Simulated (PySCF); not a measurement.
# MnH3: quintet, from a PBE0 minimum start

Aim: relax MnH3 as a quintet from a PBE0 minimum start, check by its vibrations whether the end is a minimum, and collect its spectrum and constants.

Computed with PySCF 2.14.0. Level: PBE0, basis Mn def2-TZVP, H def2-TZVP, no relativity, density fitting.

## Step 1: Where the work starts

4 atoms, charge 0, spin multiplicity 5.

Bond lengths: Mn1–H2 1.684 Å, Mn1–H3 1.684 Å, Mn1–H4 1.663 Å. Angles: H2–Mn1–H3 33.0°, H2–Mn1–H4 163.5°, H3–Mn1–H4 163.5°.

Z-matrix (Å, degrees; charge 0 multiplicity 5):
```
Mn
H  1 1.6837
H  1 1.6837 2 32.98
H  1 1.6630 2 163.51 3 180.00
```

## Step 2: First SCF at the start

The steps below are one call of a driver around PySCF. For each, scf.py gives the equivalent set-up of the SCF; relaxations use the driver's own optimiser. After this first run the driver tries any further starts and a stability analysis.

scf.py reads:

```python
from pyscf import gto, scf, dft
mol = gto.M(atom='''
Mn    -0.011760    -0.024623    -0.000000
H      1.115343     1.226223     0.000000
H      0.252694     1.638218     0.000000
H     -0.728445    -1.525242    -0.000000''',
    basis={'Mn': 'def2-TZVP', 'H': 'def2-TZVP'},
    charge=0, spin=4)
mf = dft.UKS(mol, xc='PBE0')
mf.grids.atom_grid = (50, 194)
aux = {'Mn': 'def2-universal-JKFIT', 'H': 'def2-universal-JKFIT'}
mf = mf.density_fit(auxbasis=aux)
mf.conv_tol = 1e-08
mf.diis_space = 10
mf.max_cycle = 60
mf.init_guess = 'minao'
mf.verbose = 4
mf.kernel()
```

On the command line:

```bash
$ OMP_NUM_THREADS=2 python axn.py task.json out
```

What it wrote:

```text
init E= -1151.20621534971
[... the frontier-level lines of each cycle are left out ...]
cycle= 1 E= -1143.6103313854  delta_E=  7.6  |g|= 3.77  |ddm|= 21.9
cycle= 2 E= -1136.68856082525  delta_E= 6.92  |g|= 7.27  |ddm|= 22.4
cycle= 3 E= -1146.76684223707  delta_E= -10.1  |g|=  4.2  |ddm|= 3.55
cycle= 4 E= -1150.46669112824  delta_E= -3.7  |g|= 2.55  |ddm|= 1.79
cycle= 5 E= -1151.17638078813  delta_E= -0.71  |g|= 1.95  |ddm|=  0.3
cycle= 6 E= -1151.99209999633  delta_E= -0.816  |g|= 0.935  |ddm|= 0.469
cycle= 7 E= -1152.29169314819  delta_E= -0.3  |g|= 0.66  |ddm|= 0.877
cycle= 8 E= -1152.37930830506  delta_E= -0.0876  |g|= 0.442  |ddm|= 0.223
cycle= 9 E= -1152.42543782482  delta_E= -0.0461  |g|= 0.251  |ddm|= 0.157
cycle= 10 E= -1152.45147252726  delta_E= -0.026  |g|= 0.0154  |ddm|= 0.215
cycle= 11 E= -1152.4520169564  delta_E= -0.000544  |g|= 0.0093  |ddm|= 0.0474
cycle= 12 E= -1152.45213335867  delta_E= -0.000116  |g|= 0.00233  |ddm|= 0.0243
cycle= 13 E= -1152.4521467444  delta_E= -1.34e-05  |g|= 0.000601  |ddm|= 0.0114
cycle= 14 E= -1152.45214709442  delta_E= -3.5e-07  |g|= 0.00026  |ddm|= 0.00116
cycle= 15 E= -1152.45214716788  delta_E= -7.35e-08  |g|= 5.95e-05  |ddm|= 0.000573
cycle= 16 E= -1152.45214717897  delta_E= -1.11e-08  |g|= 2.11e-05  |ddm|= 0.000261
cycle= 17 E= -1152.45214718105  delta_E= -2.08e-09  |g|= 1.12e-05  |ddm|= 9.63e-05
Extra cycle  E= -1152.45214718178  delta_E= -7.29e-10  |g|= 1.34e-05  |ddm|= 3.62e-05
converged SCF energy = -1152.45214718178  <S^2> = 6.0277482  2S+1 = 5.011087
```

This step, with its further starts and checks, took 9.3 s on 2 threads of AMD EPYC 7R43 (Zen 3), shared host.

The starts that the driver tried:

```tsv
start	energy (Eh)
the minimal-basis guess	-1152.452147
a thermally smeared density	-1152.499189
a smeared PBE density	-1152.499189
```

This is not the lowest solution: one lies 123.5 kJ/mol lower, at -1152.49919 Eh, and the relaxation starts from that.

## Step 3: Relaxation: PBE0 minimum start, quintet

The program finds C2v symmetry in the start, which this walk keeps. Threshold on the gradient: 0.0003 Eh/bohr, with a further test on the energy change.

scf.py: that of step 2 with these lines changed.

```diff
@@ -3,4 +3,4 @@
-Mn    -0.011760    -0.024623    -0.000000
-H      1.115343     1.226223     0.000000
-H      0.252694     1.638218     0.000000
-H     -0.728445    -1.525242    -0.000000''',
+Mn    -0.011735    -0.024570     0.000000
+H      1.115368     1.226276     0.000000
+H      0.252719     1.638271     0.000000
+H     -0.728420    -1.525189     0.000000''',
@@ -16 +15,0 @@
-mf.init_guess = 'minao'
```

Steps of the walk:

```tsv
step	energy (Eh)	change (kJ/mol)	largest symmetric gradient (Eh/bohr)
0	-1152.499189	0.00	0.00011
```

The walk took 0.9 s.

End point (C2v, 0 steps, 0.0 kJ/mol gained): H–H 0.956 Å, Mn–H 1.663 Å, Mn–H 1.684 Å (×2); H–H–Mn 73.5° (×2), H–Mn–H 33.0°, H–Mn–H 163.5° (×2).

## Step 4: Is it a minimum? Harmonic modes

The point is checked on the finer grid, and tightened if its gradient asks for it. The Hessian and the dipole derivatives come from central differences of analytic gradients, with steps of 0.02 bohr.

scf.py: that of step 3 with these lines changed.

```diff
@@ -3,4 +3,4 @@
-Mn    -0.011735    -0.024570     0.000000
-H      1.115368     1.226276     0.000000
-H      0.252719     1.638271     0.000000
-H     -0.728420    -1.525189     0.000000''',
+Mn    -0.011806    -0.024720     0.000000
+H      1.115463     1.226350     0.000000
+H      0.252718     1.638391     0.000000
+H     -0.728441    -1.525234     0.000000''',
@@ -10 +10 @@
-mf.grids.atom_grid = (50, 194)
+mf.grids.atom_grid = (75, 302)
@@ -13 +13 @@
-mf.conv_tol = 1e-08
+mf.conv_tol = 1e-10
```

The driver hands on the density of the step before, so the log starts near convergence.

SCF at the final geometry:

```text
init E= -1152.49926183154
[... the frontier-level lines of each cycle are left out ...]
cycle= 1 E= -1152.49926183149  delta_E= 4.41e-11  |g|= 1.4e-05  |ddm|= 1.75e-05
cycle= 2 E= -1152.49926183117  delta_E= 3.17e-10  |g|= 3.72e-05  |ddm|= 3.29e-05
cycle= 3 E= -1152.49926183155  delta_E= -3.78e-10  |g|= 7.17e-07  |ddm|= 2.65e-05
cycle= 4 E= -1152.49926183155  delta_E= -1.14e-12  |g|= 1.16e-07  |ddm|= 6.88e-06
Extra cycle  E= -1152.49926183156  delta_E= -4.32e-12  |g|= 1.01e-07  |ddm|= 2.27e-07
converged SCF energy = -1152.49926183156  <S^2> = 6.2106954  2S+1 = 5.0835796
```

The whole step took 32 s.

Geometry: C2v; H–H 0.956 Å, Mn–H 1.663 Å, Mn–H 1.684 Å (×2); H–H–Mn 73.5° (×2), H–Mn–H 33.0°, H–Mn–H 163.5° (×2).

Modes, for the most abundant isotopes:

```json
{"symmetry": "b1", "ω (cm⁻¹)": "366", "IR (km/mol)": "164", "μ (u)": "1.06"}
{"symmetry": "b2", "ω (cm⁻¹)": "413", "IR (km/mol)": "147", "μ (u)": "1.05"}
{"symmetry": "a1", "ω (cm⁻¹)": "966", "IR (km/mol)": "116", "μ (u)": "1.04"}
{"symmetry": "b2", "ω (cm⁻¹)": "1629", "IR (km/mol)": "31.0", "μ (u)": "1.01"}
{"symmetry": "a1", "ω (cm⁻¹)": "1675", "IR (km/mol)": "129", "μ (u)": "1.02"}
{"symmetry": "a1", "ω (cm⁻¹)": "1921", "IR (km/mol)": "999", "μ (u)": "1.02"}
```

No imaginary mode, so this is a minimum.

Properties at this point:

```
Dipole moment                                                   : 2.16 D
Highest occupied level                                          : -5.25 eV
Lowest empty level                                              : -1.39 eV
Rotational constants                                            : 36.6, 2.107, 1.993 cm⁻¹
Zero-point energy                                               : 41.7 kJ/mol
Principal polarisabilities                                      : 26.6, 38.1, 50.7 bohr³
Atomisation energy without zero-point energy                    : 615 kJ/mol
Principal traceless quadrupole moments about the centre of mass : -6.26, 1.99, 4.27 D Å
Entropy at 298.15 K and 1 bar (electronic part: spin only)      : 238.9 J/(mol K)
Heat capacity Cp at 298.15 K                                    : 47.9 J/(mol K)
Enthalpy at 298.15 K above 0 K                                  : 11.73 kJ/mol
Rotational symmetry number                                      : 2
Spin squared ⟨S²⟩                                               : 6.211
```

Populations by atom (charges in e):

```json
{"atom": "Mn1", "Mulliken": "0.16", "Löwdin": "0.19", "polar tensor": "0.59", "spin (Mulliken)": "4.47", "Mayer order to Mn1": "–"}
{"atom": "H2,3", "Mulliken": "0.01", "Löwdin": "0.03", "polar tensor": "-0.09", "spin (Mulliken)": "-0.16", "Mayer order to Mn1": "0.54"}
{"atom": "H4", "Mulliken": "-0.17", "Löwdin": "-0.25", "polar tensor": "-0.42", "spin (Mulliken)": "-0.15", "Mayer order to Mn1": "0.89"}
```

Mulliken populations on Mn1: s 6.87, p 12.33, d 5.64, f 0.00.

## Step 5: Summary of results

```
                                          quantity                                                                                              value
                                           minimum                                                                                       quintet, C2v
                                          geometry  H–H 0.956 Å, Mn–H 1.663 Å, Mn–H 1.684 Å (×2); H–H–Mn 73.5° (×2), H–Mn–H 33.0°, H–Mn–H 163.5° (×2)
                                wavenumbers (cm⁻¹)                                      366 (b1), 413 (b2), 966 (a1), 1629 (b2), 1675 (a1), 1921 (a1)
                                     dipole moment                                                                                             2.16 D
highest occupied, lowest empty level (either spin)                                                                                    -5.25, -1.39 eV
                        polar-tensor charge of Mn1                                                                                            +0.59 e
                                 zero-point energy                                                                                        41.7 kJ/mol
                               entropy at 298.15 K                                                                                    238.9 J/(mol K)
         atomisation energy (no zero-point energy)                                                                                         615 kJ/mol
                                              ⟨S²⟩                                                                                              6.211
```

In words: The molecule stays C2v, as typed, and the end point is a minimum. In the infrared the band at 1921 cm⁻¹ (a1) leads. Most of the spin sits on Mn1 (Mulliken spin 4.47, against 4 for the whole molecule). The first SCF alone would have been 124 kJ/mol too high. Only this shape and spin were tried, so other structures or states may lie lower. The determinant is spin-contaminated (⟨S²⟩ = 6.21, pure value 6.00). One determinant may miss the lowest occupation of an open d or f shell.

The search up to here took 42 s.
